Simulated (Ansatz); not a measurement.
# CH7GeNSi: one species, many methods

The task here is to estimate one member of a computed series from the others.

The runs use Ansatz 0.2.0, Gaussian basis; functionals in def2-TZVPP, the program's frozen cores in correlated methods.

The runs, in order: PBE-D4, r2SCAN-D4, PBE0-D4, B3LYP-D4, ωB97X-V, ωB97M-V, B2PLYP; CCSD(T)/def2-TZVPP; MP2/def2-QZVPP; extrapolation to the limit.

## The geometry

The geometry comes from an earlier relaxation with PBE0-D4 in a triple-zeta def2 set; it is a stationary point, not always the lowest conformer.

11 atoms, charge 0, spin multiplicity 1.

Atoms are counted from 1 here; the program's logs count them from 0.

Bond lengths: C1–Si2 1.889 Å, C1–Ge4 1.972 Å, C1–H5 1.090 Å, C1–H6 1.090 Å, Si2–N3 1.723 Å, Si2–H7 1.492 Å, Si2–H8 1.492 Å, N3–Ge4 1.853 Å, N3–H9 1.004 Å, Ge4–H10 1.543 Å, Ge4–H11 1.543 Å. Angles: Si2–C1–Ge4 87.4°, Si2–C1–H5 115.6°, Si2–C1–H6 115.6°, Ge4–C1–H5 113.8°, Ge4–C1–H6 113.9°, H5–C1–H6 109.2°, C1–Si2–N3 91.2°, C1–Si2–H7 114.3°, C1–Si2–H8 114.3°, N3–Si2–H7 115.1°, N3–Si2–H8 115.1°, H7–Si2–H8 106.6°, Si2–N3–Ge4 96.5°, Si2–N3–H9 132.8°, Ge4–N3–H9 130.7°, C1–Ge4–N3 84.9°, C1–Ge4–H10 116.8°, C1–Ge4–H11 116.8° and more.

Set-up of the first run:

in.yaml

```yaml
crystal:
  periodic: [false, false, false]
  atoms:
    - {symbol: C, position_ang: [-1.022247, 0.225564, -0.627136]}
    - {symbol: Si, position_ang: [-0.582491, -0.209699, 1.157348]}
    - {symbol: N, position_ang: [1.094894, -0.269183, 0.766524]}
    - {symbol: Ge, position_ang: [0.906578, 0.143889, -1.029519]}
    - {symbol: H, position_ang: [-1.461902, 1.211228, -0.776872]}
    - {symbol: H, position_ang: [-1.615632, -0.516330, -1.160712]}
    - {symbol: H, position_ang: [-1.167337, -1.496007, 1.637777]}
    - {symbol: H, position_ang: [-0.964033, 0.831472, 2.156229]}
    - {symbol: H, position_ang: [1.916201, -0.462749, 1.310641]}
    - {symbol: H, position_ang: [1.372241, -0.981675, -1.976982]}
    - {symbol: H, position_ang: [1.589231, 1.466589, -1.436697]}
basis:
  gaussian: {orbitals: def2-TZVPP}
hamiltonian: {xc: pbe, dispersion: d4}
output: {forces: true, orbitals: {seedname: orbitals}}
```

Run with:

```console
ansatz run in.yaml --threads 4 --pin off --events-out ev --progress --plain --max-ram 10444MiB
```

Steps of the session up to this table: PBE-D4 (GGA); r2SCAN-D4 (meta-GGA); PBE0-D4 (hybrid); B3LYP-D4 (hybrid); ωB97X-V (range-separated); ωB97M-V (range-separated); B2PLYP (double hybrid); CCSD(T) in def2-TZVPP; MP2 in def2-QZVPP.

One of the session's tables, all rows but one given; the rest of the session is left out.

| method | atomisation energy (eV) |
| --- | --- |
| PBE-D4 | 38.102 |
| r2SCAN-D4 | 37.883 |
| PBE0-D4 | 37.749 |
| B3LYP-D4 | 37.824 |
| ωB97X-V | 38.252 |
| ωB97M-V | ? |
| B2PLYP | 37.440 |
| HF/def2-TZVPP | 27.354 |
| MP2/def2-TZVPP | 37.283 |
| CCSD/def2-TZVPP | 36.589 |
| CCSD(T)/def2-TZVPP | 37.099 |
| MP2/CBS | 38.254 |
| CCSD(T)/CBS | 38.070 |

Estimate the missing values for ωB97M-V.

**Answer.** atomisation energy (eV): 37.973. In the column «atomisation energy (eV)» it lies between r2SCAN-D4 (37.883) and CCSD(T)/CBS (38.070).
